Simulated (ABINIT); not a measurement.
# HfMoC2 (P4/mmm) in ABINIT: reference runs

Aim: a first look at HfMoC2 with PBE, on the cell as given and on a disturbed one.

Program: ABINIT 10.8.3 (patched build). These are calculated values, not measurements. Logs are shortened: lines on timing, memory, paths and dates and some standing lists are left out, and cuts for length are marked. The log counts tension as positive stress, the text compression.

## (1) The structure

Symmetry: P4/mmm, No. 123, tetragonal system. Conventional cell: a = 3.191 Å, b = 3.191 Å, c = 4.485 Å, α = 90.00°, β = 90.00°, γ = 90.00°. Hf (site symmetry 4/mmm) is surrounded by 6 C at 2.24 to 2.26 Å. Mo (site symmetry 4/mmm) has 6 C at 2.24 to 2.26 Å as nearest neighbours. C (site symmetry 4/mmm) is surrounded by 2 Mo at 2.24 Å and 4 Hf at 2.26 Å. Around C (site symmetry 4/mmm) lie 2 Hf at 2.24 Å and 4 Mo at 2.26 Å.

The cell comes from a database or a generator and needn't be the stable form of this composition.

## (2) Single point, PBE

The input, run.abi:

```
# Pseudopotentials
pp_dirpath "./"
pseudos "Hf.GGA_PBE-JTH.xml, Mo.GGA_PBE-JTH.xml, C.GGA_PBE-JTH.xml"

# Structure
acell 3*1.0 Angstrom
rprim
     3.1914230000     0.0000000000     0.0000000000
     0.0000000000     3.1914230000     0.0000000000
     0.0000000000     0.0000000000     4.4851640000
ntypat 3
znucl 72 42 6
natom 4
typat 1 2 3 3
xcart
     0.0000000000     0.0000000000     0.0000000000
     1.5957115000     1.5957115000     2.2425820000
     1.5957115000     1.5957115000     0.0000000000
     0.0000000000     0.0000000000     2.2425820000 Angstrom

# Plane-wave basis
ecut 517.016339 eV
pawecutdg 38.0
pawxcdev 0

# k points
kptopt 1
ngkpt 8 8 6
nshiftk 1
shiftk 0.0 0.0 0.0

# Exchange and correlation
ixc 11

# Bands and occupations
nband 21
occopt 3
tsmear 0.05 eV

# SCF cycle
nstep 100
tolvrs 1.0e-9

# Output
iomode 3
prtwf 0
prteig 0
prtebands 0
prtden 1
prtvha 1
prtvclmb 1
prtpot 1
```

Potentials or basis: JTH PAW PBE v2.0.

Launch:

```bash
$ abinit run.abi > log 2>&1
```

run.abo:

```text
.Version 10.8.3 of ABINIT
 Symmetries : space group P4/m m m (#123); Bravais tP (primitive tetrag.)
================================================================================
 Values of the parameters that define the memory need of the present run
     intxc =       0    ionmov =       0      iscf =      17    lmnmax =      18
     lnmax =       6     mgfft =      36  mpssoang =       3    mqgrid =    3001
     natom =       4  nloc_mem =       2    nspden =       1   nspinor =       1
    nsppol =       1      nsym =      16    n1xccc =       1    ntypat =       3
    occopt =       3   xclevel =       2
       mpw =        1240          nfft =       20736          nkpt =          60
 PAW method is used; the additional fine FFT grid is defined by:
   mgfftf=        48    nfftf =     62208
================================================================================
================================================================================

--------------------------------------------------------------------------------
------------- Echo of variables that govern the present computation ------------
--------------------------------------------------------------------------------
 -outvars: echo values of preprocessed input variables --------
            acell      1.8897261259E+00  1.8897261259E+00  1.8897261259E+00 Bohr
              amu      1.78490000E+02  9.59400000E+01  1.20110000E+01
             ecut      1.90000000E+01 Hartree
                       outvar_i_n : Printing only first  50 k-points.
              ixc          11
                       outvar_i_n : Printing only first  50 k-points.
         kptrlatt        8    0    0      0    8    0      0    0    6
          kptrlen      4.82473234E+01
            natom           4
            nband          21
            ngfft          24      24      36
          ngfftdg          36      36      48
             nkpt          60
            nstep         100
             nsym          16
           ntypat           3
                       prtocc : prtvol=0, do not print more k-points.
           occopt           3
        pawecutdg      3.80000000E+01 Hartree
         pawxcdev           0
        prtebands           0
           prteig           0
           prtpot           1
         prtvclmb           1
           prtvha           1
            prtwf           0
            rprim      3.1914230000E+00  0.0000000000E+00  0.0000000000E+00
                       0.0000000000E+00  3.1914230000E+00  0.0000000000E+00
                       0.0000000000E+00  0.0000000000E+00  4.4851640000E+00
          spgroup         123
           tolvrs      1.00000000E-09
           tsmear      1.83746611E-03 Hartree
            typat      1  2  3  3
           useylm           1
                       outvars : Printing only first  50 k-points.
           xangst      0.0000000000E+00  0.0000000000E+00  0.0000000000E+00
                       1.5957115000E+00  1.5957115000E+00  2.2425820000E+00
                       1.5957115000E+00  1.5957115000E+00  0.0000000000E+00
                       0.0000000000E+00  0.0000000000E+00  2.2425820000E+00
            xcart      0.0000000000E+00  0.0000000000E+00  0.0000000000E+00
                       3.0154577110E+00  3.0154577110E+00  4.2378657949E+00
                       3.0154577110E+00  3.0154577110E+00  0.0000000000E+00
                       0.0000000000E+00  0.0000000000E+00  4.2378657949E+00
             xred      0.0000000000E+00  0.0000000000E+00  0.0000000000E+00
                       5.0000000000E-01  5.0000000000E-01  5.0000000000E-01
                       5.0000000000E-01  5.0000000000E-01  0.0000000000E+00
                       0.0000000000E+00  0.0000000000E+00  5.0000000000E-01
            znucl       72.00000   42.00000    6.00000

================================================================================

 chkinp: Checking input parameters for consistency.

================================================================================
== DATASET  1 ==================================================================

--- !DatasetInfo
iteration_state: {dtset: 1, }
dimensions: {natom: 4, nkpt: 60, mband: 21, nsppol: 1, nspinor: 1, nspden: 1, mpw: 1240, }
cutoff_energies: {ecut:  19.0, pawecutdg:  38.0, }
electrons: {nelect:   3.40000000E+01, charge:   0.00000000E+00, occopt:   3.00000000E+00, tsmear:   1.83746611E-03, }
meta: {optdriver: 0, ionmov: 0, optcell: 0, iscf: 17, paral_kgb: 0, }
...

 Exchange-correlation functional for the present dataset will be:
  GGA: Perdew-Burke-Ernzerhof functional - ixc=11
  J.P.Perdew, K.Burke, M.Ernzerhof, PRL 77, 3865 (1996)

 Real(R)+Recip(G) space primitive vectors, cartesian coordinates (Bohr,Bohr^-1):
 R(1)=  6.0309154  0.0000000  0.0000000  G(1)=  0.1658123  0.0000000  0.0000000
 R(2)=  0.0000000  6.0309154  0.0000000  G(2)=  0.0000000  0.1658123  0.0000000
 R(3)=  0.0000000  0.0000000  8.4757316  G(3)=  0.0000000  0.0000000  0.1179839
 Unit cell volume ucvol=  3.0827881E+02 bohr^3
 Angles (23,13,12)=  9.00000000E+01  9.00000000E+01  9.00000000E+01 degrees

 Coarse grid specifications (used for wave-functions):

 getcut: wavevector=  0.0000  0.0000  0.0000  ngfft=  24  24  36
         ecut(hartree)=     19.000   => boxcut(ratio)=   2.02808

 Fine grid specifications (used for densities):

 getcut: wavevector=  0.0000  0.0000  0.0000  ngfft=  36  36  48
         ecut(hartree)=     38.000   => boxcut(ratio)=   2.04083

[... 51 lines left out ...]
 ETOT 15  -130.42767084901    -3.288E-08 6.023E-04 8.121E-10

 At SCF step   15       nres2   =  8.12E-10 < tolvrs=  1.00E-09 =>converged.

 Cartesian components of stress tensor (hartree/bohr^3)
  sigma(1 1)= -9.08958215E-06  sigma(3 2)=  0.00000000E+00
  sigma(2 2)= -9.08958215E-06  sigma(3 1)=  0.00000000E+00
  sigma(3 3)=  1.36586392E-04  sigma(2 1)=  0.00000000E+00

--- !ResultsGS
iteration_state: {dtset: 1, }
comment   : Summary of ground state results
lattice_vectors:
- [  6.0309154,   0.0000000,   0.0000000, ]
- [  0.0000000,   6.0309154,   0.0000000, ]
- [  0.0000000,   0.0000000,   8.4757316, ]
lattice_lengths: [   6.03092,    6.03092,    8.47573, ]
lattice_angles: [ 90.000,  90.000,  90.000, ] # degrees, (23, 13, 12)
lattice_volume:   3.0827881E+02
convergence: {deltae: -3.288E-08, res2:  8.121E-10, residm:  6.023E-04, diffor: null, }
etotal    :  -1.30427671E+02
entropy   :   0.00000000E+00
fermie    :   2.46733671E-01
cartesian_stress_tensor: # hartree/bohr^3
- [ -9.08958215E-06,   0.00000000E+00,   0.00000000E+00, ]
- [  0.00000000E+00,  -9.08958215E-06,   0.00000000E+00, ]
- [  0.00000000E+00,   0.00000000E+00,   1.36586392E-04, ]
pressure_GPa:  -1.1612E+00
xred      :
- [  0.0000E+00,   0.0000E+00,   0.0000E+00, Hf]
- [  5.0000E-01,   5.0000E-01,   5.0000E-01, Mo]
- [  5.0000E-01,   5.0000E-01,   0.0000E+00,  C]
- [  0.0000E+00,   0.0000E+00,   5.0000E-01,  C]
cartesian_forces: # hartree/bohr
- [ -0.00000000E+00,  -0.00000000E+00,  -0.00000000E+00, ]
- [ -0.00000000E+00,  -0.00000000E+00,  -0.00000000E+00, ]
- [ -0.00000000E+00,  -0.00000000E+00,  -0.00000000E+00, ]
- [ -0.00000000E+00,  -0.00000000E+00,  -0.00000000E+00, ]
force_length_stats: {min:   0.00000000E+00, max:   0.00000000E+00, mean:   0.00000000E+00, }
...

 Integrated electronic density in atomic spheres:
 ------------------------------------------------
 Atom  Sphere_radius  Integrated_density
    1        2.41119          9.74585795
    2        2.20740         11.18108924
    3        1.50737          2.44275746
    4        1.50737          2.40698555

================================================================================

 ----iterations are completed or convergence reached----

 Mean square residual over all n,k,spin=   16.466E-07; max=  60.228E-05
 reduced coordinates (array xred) for    4 atoms
       0.000000000000      0.000000000000      0.000000000000
       0.500000000000      0.500000000000      0.500000000000
       0.500000000000      0.500000000000      0.000000000000
       0.000000000000      0.000000000000      0.500000000000
 rms dE/dt=  0.0000E+00; max dE/dt=  0.0000E+00; dE/dt below (all hartree)
    1       0.000000000000      0.000000000000      0.000000000000
    2       0.000000000000      0.000000000000      0.000000000000
    3       0.000000000000      0.000000000000      0.000000000000
    4       0.000000000000      0.000000000000      0.000000000000

 cartesian coordinates (angstrom) at end:
    1      0.00000000000000     0.00000000000000     0.00000000000000
    2      1.59571150000000     1.59571150000000     2.24258200000000
    3      1.59571150000000     1.59571150000000     0.00000000000000
    4      0.00000000000000     0.00000000000000     2.24258200000000

 cartesian forces (hartree/bohr) at end:
    1     -0.00000000000000    -0.00000000000000    -0.00000000000000
    2     -0.00000000000000    -0.00000000000000    -0.00000000000000
    3     -0.00000000000000    -0.00000000000000    -0.00000000000000
    4     -0.00000000000000    -0.00000000000000    -0.00000000000000
 frms,max,avg= 0.0000000E+00 0.0000000E+00   0.000E+00  0.000E+00  0.000E+00 h/b

 cartesian forces (eV/Angstrom) at end:
    1     -0.00000000000000    -0.00000000000000    -0.00000000000000
    2     -0.00000000000000    -0.00000000000000    -0.00000000000000
    3     -0.00000000000000    -0.00000000000000    -0.00000000000000
    4     -0.00000000000000    -0.00000000000000    -0.00000000000000
 frms,max,avg= 0.0000000E+00 0.0000000E+00   0.000E+00  0.000E+00  0.000E+00 e/A
 length scales=  1.889726125908  1.889726125908  1.889726125908 bohr
              =  1.000000000000  1.000000000000  1.000000000000 angstroms
 Fermi (or HOMO) energy (hartree) =   0.24673   Average Vxc (hartree)=  -0.46892
 Eigenvalues (hartree) for nkpt=  60  k points:
 kpt#   1, nband= 21, wtk=  0.00260, kpt=  0.0000  0.0000  0.0000 (reduced coord)
  -2.03333   -2.01143   -1.07924   -1.07708   -1.07708   -0.86829   -0.85752   -0.85752
  -0.25079   -0.18655    0.09974    0.10873    0.19724    0.19724    0.20196    0.20196
   0.23233    0.23331    0.24937    0.25022    0.25037
      occupation numbers for kpt#   1
   2.00000    2.00000    2.00000    2.00000    2.00000    2.00000    2.00000    2.00000
   2.00000    2.00000    2.00000    2.00000    2.00000    2.00000    2.00000    2.00000
   1.99921    1.99866    0.38508    0.26037    0.24301
 prteigrs : prtvol=0 or 1, do not print more k-points.

--- !EnergyTerms
iteration_state     : {dtset: 1, }
comment             : Components of total free energy in Hartree
kinetic             :  2.14992933772086E+01
hartree             :  1.71222353304696E+01
xc                  : -1.72093944412321E+01
Ewald energy        : -1.13237750137536E+02
psp_core            :  1.42587431225301E+01
local_psp           : -4.29738649199541E+01
PAW spherical_terms : -9.88647356107101E+00
internal            : -1.30427211229585E+02
'-kT*entropy'       : -4.56637445879652E-04
total_energy        : -1.30427667867031E+02
total_energy_eV     : -3.54911764749230E+03
...

--- !EnergyTermsDC
iteration_state     : {dtset: 1, }
comment             : '"Double-counting" decomposition of free energy'
band_energy         : -1.88985559123293E+01
Ewald energy        : -1.13237750137536E+02
psp_core            :  1.42587431225301E+01
xc_dc               : -2.08947374915908E+01
PAW spherical_terms :  8.34508620735910E+00
internal            : -1.30427214211567E+02
'-kT*entropy'       : -4.56637445879652E-04
total_energy_dc     : -1.30427670849013E+02
total_energy_dc_eV  : -3.54911772863617E+03
...

--- !EnergyTermsWithPAWCore
iteration_state     : {dtset: 1, }
comment             : 'Components of total free energy, including PAW core contributions'
Total energy        : -1.92037671849217E+04
Total energy DC     : -1.92037671879037E+04
Total energy (eV)   : -5.22561126246800E+05
Total energy DC (eV): -5.22561126327944E+05
...

 Cartesian components of stress tensor (hartree/bohr^3)
  sigma(1 1)= -9.08958215E-06  sigma(3 2)=  0.00000000E+00
  sigma(2 2)= -9.08958215E-06  sigma(3 1)=  0.00000000E+00
  sigma(3 3)=  1.36586392E-04  sigma(2 1)=  0.00000000E+00

-Cartesian components of stress tensor (GPa)         [Pressure= -1.1612E+00 GPa]
- sigma(1 1)= -2.67424740E-01  sigma(3 2)=  0.00000000E+00
- sigma(2 2)= -2.67424740E-01  sigma(3 1)=  0.00000000E+00
- sigma(3 3)=  4.01851038E+00  sigma(2 1)=  0.00000000E+00

== END DATASET(S) ==============================================================
================================================================================

 -outvars: echo values of variables after computation  --------
            acell      1.8897261259E+00  1.8897261259E+00  1.8897261259E+00 Bohr
           etotal     -1.3042767085E+02
            fcart     -0.0000000000E+00 -0.0000000000E+00 -0.0000000000E+00
                      -0.0000000000E+00 -0.0000000000E+00 -0.0000000000E+00
                      -0.0000000000E+00 -0.0000000000E+00 -0.0000000000E+00
                      -0.0000000000E+00 -0.0000000000E+00 -0.0000000000E+00
            rprim      3.1914230000E+00  0.0000000000E+00  0.0000000000E+00
                       0.0000000000E+00  3.1914230000E+00  0.0000000000E+00
                       0.0000000000E+00  0.0000000000E+00  4.4851640000E+00
           strten     -9.0895821524E-06 -9.0895821524E-06  1.3658639178E-04
                       0.0000000000E+00  0.0000000000E+00  0.0000000000E+00
           xangst      0.0000000000E+00  0.0000000000E+00  0.0000000000E+00
                       1.5957115000E+00  1.5957115000E+00  2.2425820000E+00
                       1.5957115000E+00  1.5957115000E+00  0.0000000000E+00
                       0.0000000000E+00  0.0000000000E+00  2.2425820000E+00
             xred      0.0000000000E+00  0.0000000000E+00  0.0000000000E+00
                       5.0000000000E-01  5.0000000000E-01  5.0000000000E-01
                       5.0000000000E-01  5.0000000000E-01  0.0000000000E+00
                       0.0000000000E+00  0.0000000000E+00  5.0000000000E-01
 Calculation completed.
```

Run time: 64 s. Hardware: 1 thread of Arm Neoverse V2, shared host; peak memory 0.16 GiB.

What came out:

```yaml
Free_energy: -3549.1177 eV
Pressure: -1.2 GPa
Band_gap_on_the_k_mesh: none (metal or under the smearing width)
Valence_electrons_inside_the_program's_atomic_spheres: Hf 9.75; Mo 11.18; C 2.44, 2.41
```

Levels at points of the mesh, in eV from the Fermi level:
| k point | band 15 | band 16 | band 17 | band 18 | band 19 | band 20 |
| --- | --- | --- | --- | --- | --- | --- |
| (0.00, 0.00, 0.00) | -1.22 | -1.22 | -0.39 | -0.37 | 0.07 | 0.09 |
| (0.50, 0.00, 0.00) | -3.78 | -3.69 | -0.41 | 0.96 | 2.20 | 3.14 |
| (0.50, 0.50, 0.00) | -1.27 | -1.06 | -1.06 | -0.96 | 1.09 | 1.40 |
| (0.00, 0.00, 0.50) | -2.20 | -1.73 | -1.73 | -1.39 | -0.28 | 2.09 |
| (0.50, 0.00, 0.50) | -4.35 | -4.25 | 1.02 | 1.07 | 1.76 | 4.56 |
| (0.50, 0.50, 0.50) | -4.20 | -4.19 | 1.09 | 1.09 | 1.41 | 3.13 |

Caveat: the highest band is partly filled, so the run has too few bands. Spin-orbit coupling is left out, which matters for the levels of Hf.

[end of part 1 of 2]
